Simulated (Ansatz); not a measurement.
# HfGe (CsCl type): a single-point run

Aim: a sound single-point run of HfGe (CsCl type). The structure is shown as the input types it.

Method: Kohn-Sham DFT, with the functional, basis and potentials that each input names (as first typed), in Ansatz 0.2.0.

## 1. The structure to begin with

It takes space group Pm-3m (No. 221, cubic). The conventional cell has a = 2.710 Å, b = 2.710 Å, c = 2.710 Å, α = 90.00°, β = 90.00°, γ = 90.00°. Hf (site symmetry m-3m) is surrounded by 8 Ge at 2.35 Å. Ge (site symmetry m-3m) is surrounded by 8 Hf at 2.35 Å.

As a file:

```cif
data_structure
_symmetry_space_group_name_H-M 'Pm-3m'
_symmetry_Int_Tables_number 221
_cell_length_a 2.7101
_cell_length_b 2.7101
_cell_length_c 2.7101
_cell_angle_alpha 90.000
_cell_angle_beta 90.000
_cell_angle_gamma 90.000
_cell_volume 19.91
loop_
_atom_site_label
_atom_site_type_symbol
_atom_site_symmetry_multiplicity
_atom_site_Wyckoff_symbol
_atom_site_fract_x
_atom_site_fract_y
_atom_site_fract_z
_atom_site_occupancy
Hf1 Hf 1 a 0.00000 0.00000 0.00000 1
Ge1 Ge 1 b 0.50000 0.50000 0.50000 1
```

## 2. Running it

Input file input.yaml:

```yaml
crystal:
  lattice:
    - [2.7101178481, 0.0, 0.0]
    - [0.0, 2.7101178481, 0.0]
    - [0.0, 0.0, 2.7101178481]
  atoms:
    - { symbol: Hf, position: [0.0, 0.0, 0.0] }
    - { symbol: Ge, position: [0.5, 0.5, 0.5] }
kpoints:
  mp_grid: { grid: [13, 13, 13] }
scf:
  occupations: { method: fermi_dirac, width: 0.05 }
  max_iter: 100
hamiltonian:
  xc: pbesol
  pseudopotentials: { kind: paw }
  hubbard: { sites: [{ species: Hf, l: d, u_eff: 40.0 }] }
output:
  forces: true
  stress: true
  eigenvalues: true
  populations: true
```

Run with:

```
$ ansatz run input.yaml --threads 1 --pin off --max-ram 2048MiB --backend cpu --events-out ev --progress --plain --runs-dir out
```

**Question.** How will this run end, and is anything wrong with its input?

This run ends as converged, with warnings (filled band counts differ across k points). It gives a pressure of 269 GPa, which is large; a structure far from rest gives such values too, whatever the setting.

Look at the input: hamiltonian.hubbard.sites is [{species: Hf, l: d, u_eff: 40.0}]. The U is far outside the few eV that correlated shells need; it reshapes the shell's occupations.

To check: delete hamiltonian.hubbard.sites.
